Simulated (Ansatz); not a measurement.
# BrH₃InOSi radical: one species, many methods

One table from this session's results is given with a row withheld; the runs are named, their logs left out.

Program: Ansatz 0.2.0, Gaussian basis. Level of theory: functionals in def2-TZVPP, the program's frozen cores in correlated methods. These are calculated values, not measurements.

Plan: LDA (SPW92), PBE-D4, revPBE-D4, BLYP-D4, r2SCAN-D4, B97M-V, PBE0-D4, B3LYP-D4, r2SCANh-D4, r2SCAN0-D4, HSE06-D4, BHLYP-D4, CAM-B3LYP-D4, LC-ωPBE, ωB97X-V, ωB97M-V, B2PLYP, PBE-QIDH; CCSD(T)/def2-SVP; MP2/def2-TZVPP; MP2/def2-QZVPP; RPA on PBE.

### The relaxed structure

An earlier PBE0-D4 in a triple-zeta def2 set relaxation fixed the geometry. In takes the def2 core potential; no spin-orbit term is included.

7 atoms, charge 0, spin multiplicity 2.

Atoms are counted from 1 here; the program's logs count them from 0.

Bond lengths: Si1–O2 1.633 Å, Si1–H5 1.491 Å, Si1–H6 1.486 Å, Si1–H7 1.491 Å, O2–In3 1.993 Å, In3–Br4 2.501 Å. Angles: O2–Si1–H5 111.5°, O2–Si1–H6 108.7°, O2–Si1–H7 111.6°, H5–Si1–H6 108.8°, H5–Si1–H7 107.5°, H6–Si1–H7 108.7°, Si1–O2–In3 138.1°, O2–In3–Br4 116.3°.

Set-up of the first run:

Input file in.yaml:

```yaml
crystal:
  periodic: [false, false, false]
  atoms:
    - {symbol: Si, position_ang: [0.525141, 1.113147, 0.245290]}
    - {symbol: O, position_ang: [-0.385496, -0.237745, 0.127186]}
    - {symbol: In, position_ang: [-0.317625, -1.996296, -0.809048]}
    - {symbol: Br, position_ang: [-2.256801, -3.528991, -0.429844]}
    - {symbol: H, position_ang: [0.666923, 1.794941, -1.073322]}
    - {symbol: H, position_ang: [-0.130263, 2.046887, 1.198181]}
    - {symbol: H, position_ang: [1.898132, 0.808067, 0.741546]}
basis:
  gaussian: {orbitals: def2-TZVPP}
magnetization: {spin_polarized: true, initial_magnetization: 1}
hamiltonian: {xc: lda}
output: {orbitals: {seedname: orbitals}}
```

Steps of the session up to this table: LDA; PBE-D4 (GGA); revPBE-D4 (GGA); BLYP-D4 (GGA); r2SCAN-D4 (meta-GGA); B97M-V (meta-GGA); PBE0-D4 (hybrid); B3LYP-D4 (hybrid); r2SCANh-D4 (hybrid); r2SCAN0-D4 (hybrid); HSE06-D4 (hybrid); BHLYP-D4 (hybrid); CAM-B3LYP-D4 (range-separated); LC-ωPBE (range-separated); ωB97X-V (range-separated); ωB97M-V (range-separated); B2PLYP (double hybrid); PBE-QIDH (double hybrid).

One table of the session follows, with a row left open; its other results are not shown here.

It belongs to the step «Orbital energies across the functionals». 

| functional | HOMO (eV) | LUMO (eV) | gap (eV) |
| --- | --- | --- | --- |
| LDA (SPW92) | -6.03 | -5.46 | 0.57 |
| PBE-D4 | ? | ? | ? |
| revPBE-D4 | -5.81 | -4.98 | 0.83 |
| BLYP-D4 | -5.72 | -5.10 | 0.61 |
| r2SCAN-D4 | -6.25 | -4.89 | 1.36 |
| B97M-V | -5.97 | -5.20 | 0.77 |
| PBE0-D4 | -6.93 | -4.31 | 2.62 |
| B3LYP-D4 | -6.72 | -4.67 | 2.05 |
| r2SCANh-D4 | -6.64 | -4.59 | 2.05 |
| r2SCAN0-D4 | -7.23 | -4.14 | 3.09 |
| HSE06-D4 | -6.54 | -4.67 | 1.87 |
| BHLYP-D4 | -7.82 | -3.57 | 4.25 |
| CAM-B3LYP-D4 | -8.13 | -3.49 | 4.64 |
| LC-ωPBE | -9.37 | -2.10 | 7.27 |
| ωB97X-V | -8.96 | -2.47 | 6.49 |
| ωB97M-V | -8.95 | -2.67 | 6.28 |

Estimate the missing values for PBE-D4.

**Answer.** HOMO (eV): -5.87; LUMO (eV): -5.11; gap (eV): 0.76. In the column «HOMO (eV)» it lies between B97M-V (-5.97) and revPBE-D4 (-5.81).
